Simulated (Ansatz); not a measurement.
**TiRe: how the settings move a single-point run**

Aim: see which settings change the result for TiRe, by how much, and at what cost.

Computed with Ansatz 0.2.0 (reference: DFT, PBEsol, all-electron PAW with datasets made for the crystal, scalar-relativistic, unless a step's input says otherwise).

### 1 The system as given

It takes space group R3m (No. 160, trigonal). The conventional cell has a = 4.410 Å, b = 4.410 Å, c = 5.401 Å, α = 90.00°, β = 90.00°, γ = 120.00°. Around Ti (site symmetry 3m) lie 1 Re at 1.73 Å. Around Re (site symmetry 3m) lie 1 Ti at 1.73 Å.

Structure file:

```cif
data_structure
_symmetry_space_group_name_H-M 'P 1'
_symmetry_Int_Tables_number 1
_cell_length_a 3.1180
_cell_length_b 3.1180
_cell_length_c 3.1180
_cell_angle_alpha 90.000
_cell_angle_beta 90.000
_cell_angle_gamma 90.000
_cell_volume 30.31
loop_
_atom_site_label
_atom_site_type_symbol
_atom_site_fract_x
_atom_site_fract_y
_atom_site_fract_z
_atom_site_occupancy
Ti1 Ti 0.41000 0.41000 0.41000 1
Re1 Re 0.09000 0.09000 0.09000 1
```

### 2 Baseline

input.yaml reads:

```yaml
crystal:
  lattice:
    - [3.118, 0.0, 0.0]
    - [0.0, 3.118, 0.0]
    - [0.0, 0.0, 3.118]
  atoms:
    - { symbol: Ti, position: [0.41, 0.41, 0.41] }
    - { symbol: Re, position: [0.09, 0.09, 0.09] }
kpoints:
  mp_grid: { grid: [10, 10, 10] }
scf:
  occupations: { method: fermi_dirac, width: 0.05 }
hamiltonian:
  xc: pbesol
  pseudopotentials: { kind: all_electron, datasets: crystal }
output:
  forces: true
  stress: true
  eigenvalues: true
  efg: { contact_densities: true }
```

Command:

```console
$ ansatz run input.yaml --threads 1 --pin off --max-ram 2048MiB --backend cpu --events-out ev --progress --plain --runs-dir out
```

### 3 Variant: xc lda

input.yaml: that of step 2 with these lines changed.

```diff
@@ -13,3 +13,3 @@
 hamiltonian:
-  xc: pbesol
+  xc: lda
   pseudopotentials: { kind: all_electron, datasets: crystal }
```

What does the calculation give? Wanted: for each run, ending; energy change; pressure; gap; force.

As calculated:

```
      run     ending   energy change  pressure (GPa)  gap (eV)  force (eV/Å)  cycles  time
reference  converged               -            73.5      0.00         19.45      11  93 s
1: xc lda  converged  not comparable            67.9      0.00         18.82      10  87 s
```

Residual by cycle in the longest SCF loop of each run; runs are numbered as in the table. The quantity is the density residual dr2, in eV.

```
cycle  reference    run 1
    1       10.6     11.2
    2       1.55     1.74
    3      0.427    0.447
    4     0.0462   0.0484
    5    0.00871  0.00933
    6     0.0023  0.00261
    7     1.2e-4   1.2e-4
    8     5.8e-6   7.3e-6
    9     4.3e-7   3.6e-7
   10     4.1e-8   3.1e-8
   11     8.7e-9        -
```

A change of functional puts the total energy on another scale; the pressure goes from 73.5 to 67.9 GPa and the largest force goes from 19.45 to 18.82 eV/Å. At this fixed cell a lower pressure means that this functional prefers a smaller volume than the reference. The structure is not at rest: the sound run finds 74 GPa, so these are no properties of the relaxed crystal. 
